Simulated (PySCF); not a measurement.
**[Sm(H2O)2]2+: other functionals and bases at one geometry**

One table from this session's results is given with a row withheld; the runs are named, their logs left out.

Method: several levels, as the steps say, no spin–orbit coupling; program: PySCF 2.14.0.

1 further run of the same task is left out (for a known fault of the program).

## Starting geometry

7 atoms, charge 2, spin multiplicity 1.

Bond lengths: Sm1–O2 2.496 Å, Sm1–O5 2.496 Å, O2–H3 0.974 Å, O2–H4 0.974 Å, O5–H6 0.974 Å, O5–H7 0.974 Å. Angles: O2–Sm1–O5 180.0°, Sm1–O2–H3 128.4°, Sm1–O2–H4 128.4°, H3–O2–H4 103.2°, Sm1–O5–H6 128.4°, Sm1–O5–H7 128.4°, H6–O5–H7 103.2°.

Geometry (Å):

```xyz
7

Sm    0.0000    0.0000    0.0000
O     0.0000    0.0000    2.4963
H     0.5400    0.5400    3.1012
H    -0.5400   -0.5400    3.1012
O     0.0000    0.0000   -2.4963
H     0.5400   -0.5400   -3.1012
H    -0.5400    0.5400   -3.1012
```

Formal oxidation states: Sm +2. Each metal's 6 4f electrons lie in its core potential, so multiplicities, spins and levels count the valence alone. An earlier session relaxed this geometry at PBE0, Sm lcecp-0-SVP with ECP52, O def2-SVP, H def2-SVP (singlet, point group D2d).

At PBE0 on the finer grid: E = -180.922317 Eh, frontier levels not given, since the 4f levels lie in the core, Mulliken charge on Sm1 +1.59 e, largest force component 0.001 eV/Å. 

Levels to run: HF; CAM-B3LYP; PBE0, TZVP. Hardware: 2 threads of Arm Neoverse V2, shared host.

Set-up of the first run:

run.py (the lines that set the calculation)

```python
mol = gto.M(atom='''
Sm     0.00000     0.00000     0.00000
O      0.00000     0.00000     2.49634
H      0.53995     0.53995     3.10115
H     -0.53995    -0.53995     3.10115
O      0.00000     0.00000    -2.49634
H      0.53995    -0.53995    -3.10115
H     -0.53995     0.53995    -3.10115''',
    basis={'Sm': 'lcecp-0-SVP', 'O': 'def2-SVP', 'H': 'def2-SVP'},
    ecp={'Sm': 'lcecp-0-SVP'},
    charge=2, spin=0)
mf = scf.RHF(mol)
mf = mf.density_fit()  # fitting sets: Sm AutoAux, O def2-universal-JKFIT, H def2-universal-JKFIT
mf.conv_tol = 1e-08; mf.max_cycle = 55
mf.kernel(dm0)  # dm0: the density of the relaxed state
```

Started as:

```
$ OMP_NUM_THREADS=2 python run.py
```

Among the steps run: HF; CAM-B3LYP; PBE0, TZVP.

One of the session's tables, all rows but one given; the rest of the session is left out.

| level | charge on Sm1 (e) | largest force component (eV/Å) |
| --- | --- | --- |
| PBE0 (relaxed here) | 1.59 | 0.00 |
| HF | 1.72 | 1.47 |
| CAM-B3LYP | ? | ? |
| PBE0, TZVP | 1.79 | 0.38 |

Q: Estimate the row for CAM-B3LYP from the others.

The run gave: charge on Sm1 (e): 1.58; largest force component (eV/Å): 0.13. In the column «charge on Sm1 (e)» it is the lowest.

The largest leftover force, 1.47 eV/Å with HF, stands at a geometry relaxed at another level. With 4f in the core, its levels are missing from HOMO and gap, and its count is fixed, so no charge can pass from the ligands into it. Total energies of different levels can't be compared.
